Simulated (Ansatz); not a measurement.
# SnBH4 radical (SMILES [BH2][SnH2]): one structure at several levels

The task here is to estimate one member of a computed series from the others.

Method: single points in def2-TZVPP; program: Ansatz 0.2.0, Gaussian basis.

Correlated methods freeze the cores. Filled d shells of the heavier atoms are correlated. Core potentials replace the inner electrons past krypton, and spin-orbit coupling is left out. Orbitals are unrestricted.

## Where the work starts

6 atoms, charge 0, spin multiplicity 2.

Atoms are counted from 1 here; the program's logs count them from 0.

Bond lengths: B1–Sn2 1.999 Å, B1–H3 1.088 Å, B1–H4 1.383 Å, Sn2–H5 1.594 Å, Sn2–H6 1.836 Å. Angles: Sn2–B1–H3 132.9°, Sn2–B1–H4 124.8°, H3–B1–H4 99.8°, B1–Sn2–H5 128.9°, B1–Sn2–H6 121.3°, H5–Sn2–H6 89.6°.

Geometry (Å):

```
B     0.1036   -1.0534    0.1474
Sn    0.3430    0.9062   -0.1643
H     0.0034   -1.6524    1.0502
H     0.4461   -2.0439   -0.7547
H     0.0485    1.7527   -1.4828
H    -0.5787    2.1489    0.8241
```

The first run:

File run/in.yaml:

```yaml
crystal:
  periodic: [false, false, false]
  atoms:
    - {symbol: B, position_ang: [0.103600, -1.053400, 0.147400]}
    - {symbol: Sn, position_ang: [0.343000, 0.906200, -0.164300]}
    - {symbol: H, position_ang: [0.003400, -1.652400, 1.050200]}
    - {symbol: H, position_ang: [0.446100, -2.043900, -0.754700]}
    - {symbol: H, position_ang: [0.048500, 1.752700, -1.482800]}
    - {symbol: H, position_ang: [-0.578700, 2.148900, 0.824100]}
basis:
  gaussian: {orbitals: def2-TZVPP}
magnetization: {spin_polarized: true, initial_magnetization: 1}
correlation: {method: ccsd_t}
scf: {omitted_lower_state_checks: [cluster_reference]}
output: {forces: true}
```

The command line of these runs was not kept.

Among the steps run: CCSD(T)/def2-TZVPP; PBE0-D4/def2-TZVPP; wB97M-V/def2-TZVPP; r2SCAN-D4/def2-TZVPP; PBE-D4/def2-TZVPP; r2SCANh-D4/def2-TZVPP; BLYP-D4/def2-TZVPP.

One of the session's tables, all rows but one given; the rest of the session is left out.

```
    method  RMS force component (eV/Å)  angle to CCSD(T) forces (°)  dipole (D)
   CCSD(T)                       2.006                    reference        0.73
   PBE0-D4                       1.956                          3.0        0.86
   wB97M-V                           ?                            ?           ?
 r2SCAN-D4                       1.934                          2.9        0.85
    PBE-D4                       1.899                          5.7        0.95
r2SCANh-D4                       1.952                          2.3        0.82
   BLYP-D4                       1.908                          5.2        0.89
```

Q: Estimate the row for wB97M-V from the others.

As computed: RMS force component (eV/Å): 1.976; angle to CCSD(T) forces (°): 1.7; dipole (D): 0.71. In the column «RMS force component (eV/Å)» it lies between PBE0-D4 (1.956) and CCSD(T) (2.006).
